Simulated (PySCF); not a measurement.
**NaTe: bond curves at several levels of theory**

Aim: find the lowest electronic state of NaTe, scan its bond at several levels of theory, and get bond length, wavenumber and dissociation energy from each curve.

The runs use PySCF 2.14.0; Na aug-cc-pVDZ, Te aug-cc-pVDZ-PP with ECP28, scalar-relativistic core potentials.

## (1) The job

The job is set up so:

```
atoms                         : Na, Te
charge                        : 0
basis                         : Na aug-cc-pVDZ, Te aug-cc-pVDZ-PP with ECP28
Hamiltonian                   : scalar-relativistic core potentials
basis functions               : 59
electrons treated             : 35
masses in u                   : 22.9898, 129.9062
levels                        : PBE0, PBE, r²SCAN, TPSS, TPSSh, r²SCAN0, HF, MP2, SCS-MP2
grid                          : 80 radial by 434 angular points
occupations                   : held fixed by the projection of orbital angular momentum
dissociation limit            : Na + Te, each in its ground configuration
starting distance in angstrom : 2.895
values of 2S to try           : 1, 3
```

Command:

```sh
OMP_NUM_THREADS=1 python dia.py task.json out
```

After this run come: First curve: PBE0; Excited determinants; PBE; r²SCAN; TPSS (meta-GGA); TPSSh (hybrid meta-GGA); r²SCAN0 (hybrid meta-GGA); UHF.

What does the calculation give? Wanted: for each run, Re; ωe; De; μ.

As calculated:

Lowest PBE0 solution found, without spin–orbit coupling: ²Π (doublet), unpaired electrons π ↑. State 2 has its PBE0 minimum 0.73 eV higher. State 3 has its PBE0 minimum 2.07 eV higher. The other levels ran on the lowest alone.

| level | Re (Å) | ωe (cm⁻¹) | De (eV) | μ (D) |
| --- | --- | --- | --- | --- |
| UHF | 2.861 | 229.2 | 1.25 | -9.43 |
| UHF-MP2 | 2.867 | 221.4 | 1.96 | n/a |
| UHF-SCS-MP2 | 2.869 | 220.8 | 1.93 | n/a |
| PBE | 2.829 | 223.2 | 2.17 | -7.78 |
| TPSS | 2.839 | 223.9 | 2.27 | -8.14 |
| r²SCAN | 2.826 | 229.0 | 2.19 | -8.56 |
| TPSSh | 2.834 | 226.8 | 2.26 | -8.32 |
| PBE0 | 2.816 | 231.1 | 2.13 | -8.33 |
| r²SCAN0 | 2.817 | 233.1 | 2.16 | -8.77 |

De is counted to Na + Te in their ground configurations. A positive dipole means Na(−)Te(+).

The methods spread over 0.053 Å in bond length, from PBE0 to UHF-SCS-MP2. Of the levels with a De here, UHF gives the least (1.25 eV) and TPSS the most (2.27 eV).

Correlated steps freeze 5 core orbitals. These are scalar-relativistic numbers at best; spin–orbit coupling would shift them, the dissociation energy most. With spin–orbit coupling the term label itself may not hold.
